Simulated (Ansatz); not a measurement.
# AgF: one species, many methods

How much do the methods differ for AgF? The plan is to run it at one geometry with functionals of several rungs and with coupled cluster, and see how far each lands from CCSD(T) at the basis-set limit for the atomisation energy.

Program: Ansatz 0.2.0, Gaussian basis. Level of theory: functionals in def2-TZVPP, the program's frozen cores in correlated methods. These are calculated values, not measurements.

The runs, in order: LDA (SPW92), PBE-D4, revPBE-D4, BLYP-D4, r2SCAN-D4, B97M-V, PBE0-D4, B3LYP-D4, r2SCANh-D4, r2SCAN0-D4, HSE06-D4, BHLYP-D4, CAM-B3LYP-D4, LC-ωPBE, ωB97X-V, ωB97M-V, B2PLYP, PBE-QIDH; CCSD(T)/def2-SVP; CCSD(T)/def2-TZVPP; CCSD(T)/def2-QZVPP; extrapolation to the limit; RPA on PBE.

## Step 1: Structure used throughout

All runs share one geometry, relaxed beforehand with PBE0-D4 in a triple-zeta def2 set. Ag takes the def2 core potential; no spin-orbit term is included.

SMILES `[F][Ag]`, 2 atoms, charge 0, spin multiplicity 1.

Atoms are counted from 1 here; the program's logs count them from 0.

Bond lengths: F1–Ag2 1.986 Å.

## Step 2: LDA

This LDA is Slater exchange with PW92 correlation.

Input file in.yaml:

```yaml
crystal:
  periodic: [false, false, false]
  atoms:
    - {symbol: F, position_ang: [0.859954, -0.334270, 0.425576]}
    - {symbol: Ag, position_ang: [-0.830454, 0.274070, -0.421476]}
basis:
  gaussian: {orbitals: def2-TZVPP}
hamiltonian: {xc: lda}
output: {orbitals: {seedname: orbitals}}
```

The runs that follow: PBE-D4 (GGA); revPBE-D4 (GGA); BLYP-D4 (GGA); r2SCAN-D4 (meta-GGA); B97M-V (meta-GGA); PBE0-D4 (hybrid); B3LYP-D4 (hybrid); r2SCANh-D4 (hybrid); r2SCAN0-D4 (hybrid); HSE06-D4 (hybrid); BHLYP-D4 (hybrid); CAM-B3LYP-D4 (range-separated); LC-ωPBE-D4 (range-separated); ωB97X-V (range-separated); ωB97M-V (range-separated); B2PLYP (double hybrid); PBE-QIDH (double hybrid); CCSD(T) in def2-SVP; CCSD(T) in def2-TZVPP; CCSD(T) in def2-QZVPP; RPA on PBE orbitals.

Q: Predict the results of all the runs planned. Wanted: atomisation energy, CCSD(T)/CBS; farthest beyond LDA; mean size of error, GGA; mean size of error, meta-GGA; mean size of error, hybrid; mean size of error, range-separated; mean size of error, double hybrid; gap, smallest and largest; T1 diagnostic.

The runs gave:

| quantity | value |
| --- | --- |
| atomisation energy, CCSD(T)/CBS | 3.505 eV |
| functionals within 0.018 eV (0.5 %) | BLYP-D4 |
| farthest beyond LDA | BHLYP-D4 (-0.597 eV) |
| mean size of error, GGA | 0.068 eV |
| mean size of error, meta-GGA | 0.129 eV |
| mean size of error, hybrid | 0.333 eV |
| mean size of error, range-separated | 0.062 eV |
| mean size of error, double hybrid | 0.248 eV |
| gap, smallest and largest | 2.30 eV (BLYP-D4), 9.63 eV (LC-ωPBE) |
| T1 diagnostic | 0.0227 |
| triples share of the correlation energy | 2.8 % |

What this shows: The LDA atomisation energy is off by 0.796 eV (23 %): it overbinds. PBE-D4 is off by +0.097 eV. Double hybrids carry the basis error of their MP2 part in triple zeta, and no dispersion term here, so their miss is partly the set-up's. Taken by rung, range-separated functionals do best (0.062 eV on average) and hybrid ones worst beyond LDA (0.333 eV). The gap between the best rungs is small, so their order is not settled. The mean of the hybrids holds BHLYP, with half exact exchange. RPA and LDA stand outside this count. Misses under about 0.018 eV are within the doubt on the reference itself, which lacks core-valence correlation, spin-orbit coupling and higher excitations. All levels share the lack of spin-orbit coupling, which lowers the free heavy atoms and so the true binding. Hartree-Fock recovers 48 % of the binding; the rest is correlation. CCSD(T) in def2-SVP is off by -0.513 eV, which most functionals beat. Orbital gaps span 2.3 to 9.6 eV; exact exchange widens them. The T1 diagnostic, 0.023, is a little above the customary 0.02. Correlated methods include outer-core shells of Ag, which these sets cover unevenly.
